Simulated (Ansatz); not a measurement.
# SiTe2: the cost of one run

Program: Ansatz 0.2.0. Level of theory: reference: DFT, r2SCAN, plane waves, PAW. These are calculated values, not measurements.

5 further runs of the same task are left out: 2 for a known fault of the program, 3 that didn't finish.

## 1. The system as given

Symmetry: R-3m, No. 166, trigonal system. The conventional cell has a = 3.775 Å, b = 3.775 Å, c = 20.638 Å, α = 90.00°, β = 90.00°, γ = 120.00°. Si (site symmetry -3m) is surrounded by 6 Te at 2.71 Å. Around Te (site symmetry 3m) lie 3 Si at 2.71 Å.

Coordinates:

```xyz
3
Lattice="1.8877 1.0899 6.8792 -1.8877 1.0899 6.8792 0.0000 -2.1797 6.8792" Properties=species:S:1:pos:R:3 pbc="T T T"
Si    0.0000    0.0000    0.0000
Te    0.0000    0.0000    5.2666
Te    0.0000    0.0000   15.3709
```

## 2. Reference

The input, input.yaml:

```yaml
crystal:
  lattice:
    - [1.8876949122, 1.0898611657, 6.8791869006]
    - [-1.8876949122, 1.0898611657, 6.8791869006]
    - [0.0, -2.1797223314, 6.8791869006]
  atoms:
    - { symbol: Si, position: [0.0, 0.0, 0.0] }
    - { symbol: Te, position: [0.2551965251, 0.2551965251, 0.2551965251] }
    - { symbol: Te, position: [0.7448034749, 0.7448034749, 0.7448034749] }
kpoints:
  mp_grid: { grid: [6, 6, 6] }
hamiltonian:
  xc: r2scan
scf:
  occupations: { method: fermi_dirac, width: 0.02 }
  n_extra_bands: 4
output:
  forces: true
  stress: true
  eigenvalues: true
```

Run with:

```console
$ ansatz run input.yaml --threads 4 --pin off --max-ram 3686MiB --backend cpu --events-out ev --progress --plain --runs-dir out
```

What time and memory should one allow on 4 threads of an x86-64 CPU, shared host?

About 5.7 s, with a peak of 0.65 GiB.
